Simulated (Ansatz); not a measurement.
# AgBrH3N: how energies converge with the basis set

One table from this session's results is given with a row withheld; the runs are named, their logs left out.

Program: Ansatz 0.2.0, Gaussian basis. Level of theory: one geometry, several basis sets. These are calculated values, not measurements.

Levels to be run: PBE0-D4/def2-SVP; ωB97M-V/def2-SVP; PBE0-D4/def2-QZVPP; ωB97M-V/def2-QZVPP; the functionals' def2-TZVPP values are taken from earlier runs.

2 further runs of the same task are left out: 1 for a known fault of the program, 1 set aside as unsound or not needed.

## The geometry

All runs share one geometry, relaxed beforehand with PBE0-D4 in a triple-zeta def2 set. Ag takes the def2 core potential; no spin-orbit term is included.

SMILES `[NH3+][Ag-][Br]`, 6 atoms, charge 0, spin multiplicity 1.

Atoms are counted from 1 here; the program's logs count them from 0.

Bond lengths: N1–Ag2 2.172 Å, N1–H4 1.014 Å, N1–H5 1.014 Å, N1–H6 1.014 Å, Ag2–Br3 2.395 Å. Angles: Ag2–N1–H4 111.2°, Ag2–N1–H5 111.2°, Ag2–N1–H6 111.2°, H4–N1–H5 107.7°, H4–N1–H6 107.7°, H5–N1–H6 107.7°, N1–Ag2–Br3 180.0°.

The first run:

in.yaml

```yaml
crystal:
  periodic: [false, false, false]
  atoms:
    - {symbol: N, position_ang: [-0.638416, 0.559567, -0.383563]}
    - {symbol: Ag, position_ang: [0.853586, -0.758587, 0.485294]}
    - {symbol: Br, position_ang: [2.498422, -2.211722, 1.443102]}
    - {symbol: H, position_ang: [-1.066241, 0.140911, -1.201470]}
    - {symbol: H, position_ang: [-0.227718, 1.441232, -0.668644]}
    - {symbol: H, position_ang: [-1.377433, 0.764599, 0.279081]}
basis:
  gaussian: {orbitals: def2-SVP}
hamiltonian: {xc: pbe0, dispersion: d4}
output: {orbitals: {seedname: orbitals}}
```

Started as:

```
> ansatz run in.yaml --threads 2 --pin off --events-out ev --progress --plain --max-ram 32768MiB --backend cpu
```

Steps of the session up to this table: PBE0-D4 in def2-SVP; ωB97M-V in def2-SVP; PBE0-D4 in def2-QZVPP; ωB97M-V in def2-QZVPP.

One table of the session follows, with a row left open; its other results are not shown here.

It belongs to the step «Functionals by basis». 

```
functional       basis  HOMO (eV)
   PBE0-D4    def2-SVP      -6.28
   PBE0-D4  def2-TZVPP          ?
   PBE0-D4  def2-QZVPP      -6.51
   ωB97M-V    def2-SVP      -8.43
   ωB97M-V  def2-TZVPP      -8.65
   ωB97M-V  def2-QZVPP      -8.69
```

Q: Estimate the row for PBE0-D4, def2-TZVPP from the others.

**Answer.** HOMO (eV): -6.47. In the column «HOMO (eV)» it lies between PBE0-D4, def2-QZVPP (-6.51) and PBE0-D4, def2-SVP (-6.28).
